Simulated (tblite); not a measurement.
# C13H10IO: the cost of one run

Programs: tblite 0.8.0 and PySCF 2.14.0, with routines of our own; each step states its level. All values are computed. Atoms count from 0.

### Step 1. The starting structure

25 atoms, charge 1, multiplicity 1; geometry from: force field, distance geometry or constructed start.

### Step 2. Optimising the geometry with GFN2-xTB

What the job is given:

```
{"job": {"kind": "relax", "xc": "GFN2-xTB", "basis": "xTB"}, "charge": 1, "multiplicity": 1}
O      6.480600     0.242000     1.030700
C      5.624400     1.165000     0.870400
C      4.212200     0.851400     0.633300
C      3.287100     1.906400     0.459000
C      1.935800     1.625000     0.235800
C      1.491000     0.301600     0.153300
I     -0.549400    -0.108600    -0.156400
C     -2.589900    -0.520300    -0.460700
C     -3.505800     0.526400    -0.590300
C     -4.871600     0.253800    -0.765400
C     -5.318500    -1.071200    -0.809900
C     -4.406600    -2.123100    -0.668600
C     -3.046900    -1.847300    -0.486400
C      2.402900    -0.748000     0.330300
C      3.750400    -0.470700     0.566100
H      5.954900     2.193200     0.932700
H      3.615400     2.935200     0.518000
H      1.234200     2.437800     0.109100
H     -3.167300     1.556500    -0.551000
H     -5.572700     1.068700    -0.867400
H     -6.371300    -1.277800    -0.942400
H     -4.752100    -3.144400    -0.695600
H     -2.338000    -2.659300    -0.372100
H      2.054600    -1.777700     0.287100
H      4.439900    -1.300200     0.696800
```

The run is started by

```
$ OMP_NUM_THREADS=1 python large_run.py task.json out
```

This one command runs all jobs of the session in turn.

Q: Estimate the wall time and peak memory of this first job on 1 thread of Arm Neoverse N1, shared host.

About 3.1 s, with a peak of 0.18 GiB.
